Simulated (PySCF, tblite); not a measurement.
# C6H7FO2: a rotation path, then NMR shifts on frames, part 2 of 2

tblite 0.8.0 and PySCF 2.14.0. Atoms count from 0. The steps go on from the part before.

### 5 Shielding tensors: image 4, PBE0/pcSseg-1

Job settings and geometry (Å):

```
{"job": {"kind": "nmr", "xc": "PBE0", "basis": "pcSseg-1", "pop": false}, "charge": 0, "multiplicity": 1}
C      2.887400     0.696100    -0.099500
O      1.486400     0.512800    -0.230500
C      1.053700    -0.756700    -0.229400
O      1.771000    -1.719600    -0.127200
C     -0.390200    -0.808400    -0.377400
C     -1.502700    -1.487700    -0.479300
C     -1.651300     0.005800    -0.500500
C     -2.207200     0.720900     0.717500
F     -3.038200    -0.106900     1.439800
H      3.191500     0.522500     0.934300
H      3.090400     1.724600    -0.385700
H      3.424800    -0.000200    -0.745600
H     -2.026300    -2.411100    -0.515100
H     -1.876600     0.496500    -1.441300
H     -2.807600     1.588000     0.427100
H     -1.412800     1.032300     1.403800
```

Level: GIAO PBE0/pcSseg-1 NMR shielding, non-relativistic, gas phase.

The program printed:

```text
coarse grid: 14120 points
cycle   1  E = -482.2212108587  dE =  1.607e+00  |g| = 9.553e-01  |ddm| = 3.642e+00
cycle   2  E = -481.8462846599  dE =  3.749e-01  |g| = 1.722e+00  |ddm| = 2.118e+00
cycle   3  E = -482.3676571911  dE = -5.214e-01  |g| = 3.200e-01  |ddm| = 1.598e+00
cycle   4  E = -482.3857524693  dE = -1.810e-02  |g| = 9.600e-02  |ddm| = 2.808e-01
cycle   5  E = -482.3872222735  dE = -1.470e-03  |g| = 2.373e-02  |ddm| = 7.024e-02
cycle   6  E = -482.3873405489  dE = -1.183e-04  |g| = 6.901e-03  |ddm| = 2.884e-02
cycle   7  E = -482.3873492587  dE = -8.710e-06  |g| = 2.419e-03  |ddm| = 8.939e-03
final grid: 138872 points
cycle   8  E = -482.4686528118  dE = -2.273e-05  |g| = 1.455e-02  |ddm| = 3.865e-02
cycle   9  E = -482.4685863588  dE =  6.645e-05  |g| = 2.354e-02  |ddm| = 3.105e-02
cycle  10  E = -482.4686925067  dE = -1.061e-04  |g| = 2.961e-03  |ddm| = 2.086e-02
cycle  11  E = -482.4686941310  dE = -1.624e-06  |g| = 5.288e-04  |ddm| = 2.140e-03
cycle  12  E = -482.4686941762  dE = -4.523e-08  |g| = 1.838e-04  |ddm| = 5.045e-04
cycle  13  E = -482.4686941820  dE = -5.766e-09  |g| = 8.420e-05  |ddm| = 2.185e-04
cycle  14  E = -482.4686941835  dE = -1.557e-09  |g| = 2.021e-05  |ddm| = 9.346e-05
cycle  15  E = -482.4686941836  dE = -8.981e-11  |g| = 5.205e-06  |ddm| = 2.669e-05
converged SCF energy = -482.4686941836

GIAO shielding tensors (ppm)
atom      isotropic    diamagn.    paramagn.     s11        s22        s33       span
  0 C      133.531     241.985    -108.454    102.533    119.695    178.364     75.831
  1 O      132.815     404.348    -271.533    -67.054    227.043    238.456    305.510
  2 C       21.331     250.852    -229.521    -69.394     63.316     70.071    139.466
  3 O     -134.942     403.352    -538.294   -463.273   -255.648    314.093    777.366
  4 C       65.590     248.631    -183.040    -66.581    102.754    160.598    227.179
  5 C       51.080     256.009    -204.929    -86.589     60.485    179.346    265.934
  6 C      162.910     248.664     -85.754    115.473    138.892    234.365    118.891
  7 C       98.636     241.996    -143.359     69.452     83.931    142.526     73.074
  8 F      430.027     469.363     -39.336    388.977    408.488    492.615    103.638
  9 H       27.907      28.007      -0.100     23.836     25.785     34.100     10.263
 10 H       27.882      27.900      -0.018     23.948     26.442     33.255      9.307
 11 H       27.173      27.353      -0.181     23.572     25.527     32.419      8.847
 12 H       23.599      33.154      -9.555     20.340     24.497     25.959      5.619
 13 H       29.510      30.621      -1.111     23.857     27.090     37.584     13.727
 14 H       26.728      28.060      -1.331     22.735     27.425     30.026      7.291
 15 H       27.393      29.455      -2.062     22.060     28.486     31.632      9.573
```

It took 26 s on 1 thread of Intel Xeon Platinum 8488C, shared host; peak memory 0.91 GiB.

Key values: δ C2 165.6, C5 135.8, C4 121.3, C7 88.3, H12 8.12, H14 4.99 ppm.

### 6 NMR shieldings: image 6, PBE0/pcSseg-1

Job settings and geometry (Å):

```
{"job": {"kind": "nmr", "xc": "PBE0", "basis": "pcSseg-1", "pop": false}, "charge": 0, "multiplicity": 1}
C      2.887800     0.656000    -0.053500
O      1.486200     0.495000    -0.206000
C      1.035600    -0.768500    -0.233600
O      1.739400    -1.742400    -0.144100
C     -0.407100    -0.796200    -0.401700
C     -1.528200    -1.458300    -0.536200
C     -1.654200     0.034700    -0.522700
C     -2.215100     0.740200     0.699300
F     -2.513200    -0.162200     1.691100
H      3.176100     0.458700     0.980500
H      3.109600     1.686700    -0.317400
H      3.424200    -0.035200    -0.706000
H     -2.056800    -2.377800    -0.595100
H     -1.856900     0.567100    -1.446600
H     -3.144700     1.267100     0.459900
H     -1.490200     1.444200     1.123200
```

Method: GIAO PBE0/pcSseg-1 NMR shielding, non-relativistic, gas phase.

The program printed:

```text
coarse grid: 14120 points
cycle   1  E = -482.2231034813  dE =  1.611e+00  |g| = 9.524e-01  |ddm| = 3.664e+00
cycle   2  E = -481.8539387153  dE =  3.692e-01  |g| = 1.710e+00  |ddm| = 2.123e+00
cycle   3  E = -482.3688755673  dE = -5.149e-01  |g| = 3.190e-01  |ddm| = 1.595e+00
cycle   4  E = -482.3868885281  dE = -1.801e-02  |g| = 9.530e-02  |ddm| = 2.799e-01
cycle   5  E = -482.3883328097  dE = -1.444e-03  |g| = 2.359e-02  |ddm| = 6.969e-02
cycle   6  E = -482.3884495728  dE = -1.168e-04  |g| = 7.143e-03  |ddm| = 2.996e-02
cycle   7  E = -482.3884589342  dE = -9.361e-06  |g| = 2.640e-03  |ddm| = 9.553e-03
final grid: 138872 points
cycle   8  E = -482.4696534678  dE = -2.218e-05  |g| = 1.469e-02  |ddm| = 3.713e-02
cycle   9  E = -482.4695835887  dE =  6.988e-05  |g| = 2.385e-02  |ddm| = 3.251e-02
cycle  10  E = -482.4696943850  dE = -1.108e-04  |g| = 2.941e-03  |ddm| = 2.196e-02
cycle  11  E = -482.4696960218  dE = -1.637e-06  |g| = 5.153e-04  |ddm| = 2.161e-03
cycle  12  E = -482.4696960642  dE = -4.247e-08  |g| = 1.857e-04  |ddm| = 4.886e-04
cycle  13  E = -482.4696960700  dE = -5.730e-09  |g| = 8.736e-05  |ddm| = 2.221e-04
cycle  14  E = -482.4696960716  dE = -1.661e-09  |g| = 1.963e-05  |ddm| = 9.481e-05
cycle  15  E = -482.4696960717  dE = -8.367e-11  |g| = 5.147e-06  |ddm| = 2.610e-05
converged SCF energy = -482.4696960717

GIAO shielding tensors (ppm)
atom      isotropic    diamagn.    paramagn.     s11        s22        s33       span
  0 C      133.592     241.961    -108.370    102.592    119.803    178.380     75.788
  1 O      132.447     404.297    -271.850    -66.973    225.754    238.560    305.533
  2 C       21.081     250.513    -229.432    -69.309     62.784     69.768    139.078
  3 O     -134.156     403.350    -537.506   -461.152   -254.772    313.454    774.606
  4 C       66.376     248.513    -182.137    -66.015    102.338    162.806    228.821
  5 C       50.618     256.209    -205.591    -85.716     58.336    179.234    264.950
  6 C      162.576     249.016     -86.440    119.297    134.971    233.460    114.163
  7 C      102.889     240.175    -137.286     73.784     82.471    152.411     78.628
  8 F      431.264     472.630     -41.366    379.027    433.000    481.764    102.737
  9 H       27.889      28.028      -0.139     23.795     25.774     34.098     10.303
 10 H       27.873      27.900      -0.026     23.952     26.413     33.255      9.303
 11 H       27.160      27.373      -0.213     23.543     25.528     32.409      8.865
 12 H       23.695      33.264      -9.569     20.475     24.707     25.904      5.430
 13 H       29.814      30.673      -0.859     24.392     27.056     37.993     13.601
 14 H       26.912      27.200      -0.288     23.078     26.954     30.703      7.625
 15 H       26.994      29.155      -2.161     23.003     27.405     30.574      7.570
```

It took 28 s on 1 thread of Intel Xeon Platinum 8488C, shared host; peak memory 0.89 GiB.

Key values: δ C2 165.8, C5 136.3, C4 120.5, C7 84.0, H12 8.02, H14 4.81 ppm.

### 7 Nuclear shieldings: image 8, PBE0/pcSseg-1

Job settings and geometry (Å):

```
{"job": {"kind": "nmr", "xc": "PBE0", "basis": "pcSseg-1", "pop": false}, "charge": 0, "multiplicity": 1}
C      2.874500     0.613200     0.053300
O      1.472200     0.472500    -0.112900
C      1.023100    -0.772500    -0.323800
O      1.727400    -1.747300    -0.405200
C     -0.422600    -0.787700    -0.457800
C     -1.547200    -1.453600    -0.538000
C     -1.674300     0.037600    -0.553600
C     -2.201900     0.776000     0.662000
F     -1.934200     0.076200     1.811300
H      3.163000     0.321600     1.065500
H      3.102200     1.663000    -0.115400
H      3.404800    -0.019900    -0.661100
H     -2.074500    -2.375400    -0.531200
H     -1.907900     0.551900    -1.481500
H     -3.290400     0.897800     0.611800
H     -1.721700     1.755500     0.767600
```

With the program's defaults for keys left out, this is: GIAO PBE0/pcSseg-1 NMR shielding, non-relativistic, gas phase.

The program printed:

```text
coarse grid: 14120 points
cycle   1  E = -482.2242451835  dE =  1.615e+00  |g| = 9.504e-01  |ddm| = 3.661e+00
cycle   2  E = -481.8601987106  dE =  3.640e-01  |g| = 1.701e+00  |ddm| = 2.107e+00
cycle   3  E = -482.3695107825  dE = -5.093e-01  |g| = 3.187e-01  |ddm| = 1.581e+00
cycle   4  E = -482.3875275420  dE = -1.802e-02  |g| = 9.493e-02  |ddm| = 2.799e-01
cycle   5  E = -482.3889569110  dE = -1.429e-03  |g| = 2.337e-02  |ddm| = 6.925e-02
cycle   6  E = -482.3890717209  dE = -1.148e-04  |g| = 7.316e-03  |ddm| = 3.060e-02
cycle   7  E = -482.3890816804  dE = -9.960e-06  |g| = 2.838e-03  |ddm| = 1.010e-02
final grid: 138872 points
cycle   8  E = -482.4709249357  dE = -2.335e-05  |g| = 1.485e-02  |ddm| = 3.592e-02
cycle   9  E = -482.4708517868  dE =  7.315e-05  |g| = 2.421e-02  |ddm| = 3.318e-02
cycle  10  E = -482.4709670160  dE = -1.152e-04  |g| = 2.893e-03  |ddm| = 2.259e-02
cycle  11  E = -482.4709686235  dE = -1.608e-06  |g| = 5.091e-04  |ddm| = 2.176e-03
cycle  12  E = -482.4709686636  dE = -4.009e-08  |g| = 1.950e-04  |ddm| = 4.782e-04
cycle  13  E = -482.4709686701  dE = -6.532e-09  |g| = 8.745e-05  |ddm| = 2.293e-04
cycle  14  E = -482.4709686718  dE = -1.625e-09  |g| = 2.030e-05  |ddm| = 9.379e-05
cycle  15  E = -482.4709686719  dE = -9.243e-11  |g| = 5.087e-06  |ddm| = 2.610e-05
converged SCF energy = -482.4709686719

GIAO shielding tensors (ppm)
atom      isotropic    diamagn.    paramagn.     s11        s22        s33       span
  0 C      133.913     242.067    -108.154    101.972    120.966    178.800     76.828
  1 O      132.983     404.473    -271.490    -64.779    227.251    236.477    301.256
  2 C       20.729     250.329    -229.600    -69.478     61.835     69.830    139.307
  3 O     -129.813     403.145    -532.958   -453.655   -250.695    314.910    768.565
  4 C       64.085     247.649    -183.564    -69.191     99.143    162.302    231.493
  5 C       49.971     256.742    -206.771    -84.017     53.452    180.479    264.496
  6 C      161.587     249.889     -88.302    121.863    131.705    231.193    109.329
  7 C      103.751     238.106    -134.355     74.023     81.260    155.970     81.947
  8 F      427.741     475.227     -47.487    372.097    449.585    461.541     89.443
  9 H       27.949      28.024      -0.075     23.723     25.883     34.241     10.518
 10 H       27.880      27.980      -0.100     23.894     26.419     33.327      9.434
 11 H       26.990      27.476      -0.486     23.341     25.545     32.084      8.743
 12 H       23.697      33.335      -9.637     20.409     24.862     25.821      5.412
 13 H       29.931      30.611      -0.680     24.886     26.796     38.112     13.226
 14 H       26.965      26.603       0.362     23.367     26.499     31.028      7.661
 15 H       26.823      28.599      -1.776     24.027     26.193     30.248      6.221
```

Wall time 25 s (1 thread of Intel Xeon Platinum 8488C, shared host); peak memory 0.89 GiB.

Key values: δ C2 166.2, C5 137.0, C4 122.8, C7 83.2, H12 8.02, H15 4.89 ppm.

### 8 Run by run: NMR shifts

Shifts (ppm) of some atoms, chosen among heavy atoms and hydrogens apart, with basis size and wall time:

```
  frame     C5     C4    C7   H14   H15     O3      F8  functions  time
image 0  143.9  123.8  94.4  5.30  3.73  468.1  -245.8        188  26 s
image 2  140.1  124.6  93.3  5.24  3.92  469.3  -248.3        188  24 s
image 4  135.8  121.3  88.3  4.99  4.32  471.0  -259.1        188  26 s
image 6  136.3  120.5  84.0  4.81  4.72  470.2  -260.3        188  28 s
image 8  137.0  122.8  83.2  4.75  4.89  465.9  -256.8        188  25 s
```

### 9 Outcome

This closing draws on all 2 parts.

```
                                         quantity                                         value
                                          barrier            0.048 eV (1.1 kcal/mol) at image 4
                            end to end (GFN2-xTB)                                      0.020 eV
  13C shifts against TMS (PBE0/pcSseg-1, image 0)     165.5, 143.9, 123.8, 94.4, 53.5, 25.8 ppm
   1H shifts against TMS (PBE0/pcSseg-1, image 0)  8.55, 5.30, 4.53, 3.85, 3.79, 3.73, 2.28 ppm
  17O shifts against H2O (PBE0/pcSseg-1, image 0)                              468.1, 205.4 ppm
19F shifts against CFCl3 (PBE0/pcSseg-1, image 0)                                    -245.8 ppm
                         range of the shift of F8                          -260.3 to -245.8 ppm
```

Along the band the dihedral turns by 113°, and the top (dihedral -27°) lies 1.1 kcal/mol above the start (GFN2-xTB, rough), so at room temperature this motion is fast. Ends this close can change order at a higher level. The top was not checked by a frequency run. Shifts at one fixed geometry are not the observed spectrum, which averages over the motion. In the first frame run (image 0): The widest tensor belongs to O3: span 774 ppm, with a paramagnetic part of -535 ppm. Across the 5 runs the shift of F8 moves most, between -260.3 (image 6) and -245.8 ppm (image 0).
